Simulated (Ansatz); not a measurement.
# CsLiCr2Te2S3 (Cm) in Ansatz: reference runs, part 2 of 2

Ansatz 0.2.0.

### Step 3. Single point, PBE, collinear spin, ferromagnetic start (atoms moved at random, drawn with an rms of 0.05 Å)

Contents of input.yaml:

```yaml
crystal:
  lattice:
    - [3.42162, -5.18069, 0.00784]
    - [3.42162, 5.18069, 0.00784]
    - [-2.90411, 0.0, 7.43093]
  atoms:
    - { symbol: Cs, position: [0.085338, 0.086221, 0.005164] }
    - { symbol: Li, position: [0.583922, 0.585882, 0.558559] }
    - { symbol: Cr, position: [0.063653, 0.472363, 0.562292], spin: 3.0 }
    - { symbol: Cr, position: [0.469615, 0.058973, 0.556596], spin: 3.0 }
    - { symbol: Te, position: [0.562707, 0.866733, 0.284505] }
    - { symbol: Te, position: [0.873307, 0.563528, 0.29533] }
    - { symbol: S, position: [0.811581, 0.388859, 0.729858] }
    - { symbol: S, position: [0.396489, 0.816927, 0.733665] }
    - { symbol: S, position: [0.206422, 0.211057, 0.482619] }
hamiltonian:
  xc: pbe
  pseudopotentials: { kind: paw }
magnetization:
  spin_polarized: true
kpoints:
  mp_grid: { grid: [5, 5, 4] }
scf:
  occupations: { method: fermi_dirac, width: 0.05 }
output:
  forces: true
  stress: true
  eigenvalues: true
```

Potentials or basis: Ansatz PAW.

Started as:

```bash
$ ansatz run input.yaml --threads 8 --pin off --max-ram 20480MiB --backend cpu --events-out ev --progress --plain --runs-dir out
```

Output:

```text
Warning: RAYON_NUM_THREADS=8 ignored (pool sized by the plan → 8); use --threads N
Engine: ansatz 0.2.0, x86_64-unknown-linux-gnu
Pseudopotentials: kind: paw
Pseudopotential: Cs, paw, valence charge 9, recommended cutoff 420 eV (normal), Cs.paw.azcp
Pseudopotential: Li, paw, valence charge 3, recommended cutoff 420 eV (normal), Li.paw.azcp
[... 95 lines left out ...]
        0.070611      -0.152724      -0.110575
        0.255492      -0.110575       0.235873
  P = ⅓ Tr σ = 0.2600 GPa (2.600 kbar)
--- Band table (eV; the first three rows and the last of 102) ---
  k-point 0 ↑: bands = ["-67.1880", "-67.1532", "-40.3552", "-38.6082", "-38.5885", "-38.5783", "-38.5537", "-38.4813", "-38.4329", "-30.6986", "-30.6840", "-30.6755", "-30.6267", "-30.6207", "-30.6165", "-30.6139", "-30.6029", "-30.5469", "-30.5412", "-16.0454", "-7.5310", "-6.8396", "-6.7456", "-5.2584", "-4.0004", "-2.8956", "-2.8701", "-2.8671", "0.5017", "1.2084", "1.3638", "1.5383", "1.8644", "2.1689", "2.2142", "2.3772", "2.4112", "3.2594", "3.2901", "3.5365", "3.7093", "4.0073", "4.5490", "4.5977", "4.9932", "5.3077", "5.3603", "5.5046", "5.9447", "6.4435", "6.8200", "7.5024", "7.7749", "8.6572", "9.7765", "10.1931", "10.5169", "10.8252"]
  k-point 1 ↑: bands = ["-67.1880", "-67.1532", "-40.3552", "-38.6082", "-38.5885", "-38.5783", "-38.5537", "-38.4813", "-38.4329", "-30.6986", "-30.6840", "-30.6755", "-30.6267", "-30.6207", "-30.6165", "-30.6139", "-30.6029", "-30.5469", "-30.5412", "-16.0454", "-7.5336", "-6.8352", "-6.7457", "-5.2654", "-4.0018", "-2.8967", "-2.8685", "-2.8609", "0.5102", "1.2307", "1.4513", "1.5393", "1.8685", "2.1708", "2.1948", "2.3367", "2.4354", "3.1937", "3.2472", "3.5600", "3.6476", "4.0141", "4.5353", "4.6052", "4.9852", "5.3202", "5.3613", "5.5521", "5.8952", "6.4010", "6.5985", "7.4958", "7.7602", "9.0796", "9.6381", "10.3516", "10.4413", "10.9435"]
  k-point 2 ↑: bands = ["-67.1880", "-67.1532", "-40.3552", "-38.6082", "-38.5885", "-38.5783", "-38.5537", "-38.4813", "-38.4329", "-30.6986", "-30.6840", "-30.6755", "-30.6267", "-30.6207", "-30.6165", "-30.6139", "-30.6029", "-30.5469", "-30.5412", "-16.0453", "-7.5362", "-6.8309", "-6.7459", "-5.2723", "-4.0033", "-2.8969", "-2.8670", "-2.8552", "0.5187", "1.2476", "1.5353", "1.5731", "1.8645", "2.1766", "2.1800", "2.2482", "2.4977", "3.1146", "3.2099", "3.5777", "3.5896", "4.0189", "4.5217", "4.6101", "4.9755", "5.3313", "5.3608", "5.5991", "5.8534", "6.3524", "6.4271", "7.4888", "7.7447", "9.3501", "9.9769", "10.3115", "10.5855", "10.6596"]
  k-point 50 ↓: bands = ["-64.8895", "-64.7844", "-40.3534", "-36.3527", "-36.2917", "-36.2700", "-36.2289", "-36.1889", "-36.1742", "-30.7396", "-30.7234", "-30.7135", "-30.6690", "-30.6570", "-30.6512", "-30.6488", "-30.6433", "-30.5789", "-30.5748", "-16.0450", "-7.3692", "-7.0084", "-6.8109", "-5.3076", "-4.4909", "-2.9070", "-2.8760", "-2.8561", "0.9437", "1.4487", "1.7589", "2.0299", "2.2210", "2.2458", "2.4273", "2.7056", "2.8625", "3.1389", "3.4272", "3.9504", "4.0737", "5.0829", "5.5001", "6.3836", "6.6328", "6.7850", "6.9984", "7.2430", "7.4462", "7.6096", "7.7718", "7.9406", "8.3367", "9.8077", "10.2361", "10.4738", "10.7845", "10.9681"]
```

Wall time 42 s (8 threads of AMD EPYC 7R43 (Zen 3), shared host); peak memory 1.7 GiB.

What came out:

```yaml
Free_energy: -29302.3654 eV
Pressure: 0.3 GPa
Largest_force: 0.566 eV/Å
Band_gap_on_the_k_mesh: none (metal or under the smearing width)
Net_moment: 4.02 μB per cell
Absolute_moment: 5.73 μB per cell
Site_moments: Cs -0.00; Li +0.00; Cr +1.94, +2.08; Te -0.14, -0.13; S -0.05 μB
```

Forces on the atoms (eV/Å):
```
Cs   0.017  0.001  0.045
Li   0.036 -0.010 -0.054
Cr  -0.078  0.109 -0.172
Cr  -0.274  0.033 -0.493
Te  -0.136  0.121  0.163
Te   0.047  0.020 -0.056
S    0.191  0.122  0.320
S    0.046 -0.128  0.175
S    0.152 -0.268  0.072
```

Stress tensor (GPa, compression positive):
```
 0.70  0.07  0.26
 0.07 -0.15 -0.11
 0.26 -0.11  0.24
```

Caveat: only a ferromagnetic start was run, and an antiferromagnetic order may lie lower in energy. The run has no spin-orbit coupling, so splittings on Cs, Te are missing.
